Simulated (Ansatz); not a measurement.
# HfCuGe2: the cost of one run

Program: Ansatz 0.2.0. Level of theory: DFT PBEsol, scalar-relativistic, plane waves, PAW. These are calculated values, not measurements.

17 further runs of the same task are left out: 17 set aside as unsound or not needed.

## Step 1: The system as given

The structure is tetragonal, space group P4/nmm (No. 129). The conventional cell has a = 3.756 Å, b = 3.756 Å, c = 8.964 Å, α = 90.00°, β = 90.00°, γ = 90.00°. Around Hf (site symmetry 4mm) lie 8 Ge at 2.76 to 2.84 Å and 4 Cu at 3.01 Å. Cu (site symmetry -4m2) has 4 Ge at 2.46 Å and 4 Cu at 2.66 Å as nearest neighbours. Ge (site symmetry -4m2) has 4 Ge at 2.66 Å and 4 Hf at 2.84 Å as nearest neighbours. Ge (site symmetry 4mm) is surrounded by 4 Cu at 2.46 Å and 4 Hf at 2.76 Å.

As a file:

```cif
data_structure
_symmetry_space_group_name_H-M 'P 1'
_symmetry_Int_Tables_number 1
_cell_length_a 3.7560
_cell_length_b 3.7560
_cell_length_c 8.9640
_cell_angle_alpha 90.000
_cell_angle_beta 90.000
_cell_angle_gamma 90.000
_cell_volume 126.46
loop_
_atom_site_label
_atom_site_type_symbol
_atom_site_fract_x
_atom_site_fract_y
_atom_site_fract_z
_atom_site_occupancy
Hf1 Hf 0.00000 0.50000 0.76177 1
Hf2 Hf 0.50000 0.00000 0.23823 1
Cu1 Cu 0.50000 0.50000 0.50000 1
Cu2 Cu 0.00000 0.00000 0.50000 1
Ge1 Ge 0.50000 0.50000 0.00000 1
Ge2 Ge 0.00000 0.00000 0.00000 1
Ge3 Ge 0.00000 0.50000 0.32276 1
Ge4 Ge 0.50000 0.00000 0.67724 1
```

It goes back to an entry of the Materials Project, which need not be the stable form.

It is the result of an earlier relaxation at this level (volume 15.81 Å³/atom; gap on the mesh: none (metal)).

## Step 2: What is varied

The energy is mapped over the lattice constants a and c of the conventional cell.

- lattice constant a (and b): 7 values from 3.493 to 4.019 Å
- lattice constant c: 7 values from 8.516 to 9.412 Å

Nothing else is relaxed (fractional coordinates fixed). Energies count from the relaxed crystal. Points are written as (first, second).

## Step 3: Grid point (3.756 Å, 8.665 Å)

Input file input.yaml:

```yaml
crystal:
  lattice:
    - [3.7559922795, 0.0, 0.0]
    - [0.0, 3.7559922795, 0.0]
    - [0.0, 0.0, 8.6652]
  atoms:
    - { symbol: Hf, position: [0.0, 0.5, 0.7617715251] }
    - { symbol: Hf, position: [0.5, 0.0, 0.2382284749] }
    - { symbol: Cu, position: [0.5, 0.5, 0.5] }
    - { symbol: Cu, position: [0.0, 0.0, 0.5] }
    - { symbol: Ge, position: [0.5, 0.5, 0.0] }
    - { symbol: Ge, position: [0.0, 0.0, 0.0] }
    - { symbol: Ge, position: [0.0, 0.5, 0.3227609453] }
    - { symbol: Ge, position: [0.5, 0.0, 0.6772390547] }
basis:
  ecutwfc: 520.0
kpoints:
  mp_grid: { grid: [10, 10, 6] }
hamiltonian:
  xc: pbesol
scf:
  occupations: { method: gaussian, width: 0.15 }
output:
  forces: true
  stress: true
  eigenvalues: true
  write_density: true
  write_potential: true
  elf: true
  volumetric_format: npy
```

Started as:

```
> ansatz run input.yaml --threads 4 --pin off --max-ram 8192MiB --backend cpu --events-out ev --progress --plain --runs-dir out
```

**Question.** How long does this run take on 4 threads of Arm Neoverse V1, shared host, and how much memory does it need?

About 30 s, with a peak of 1.2 GiB.
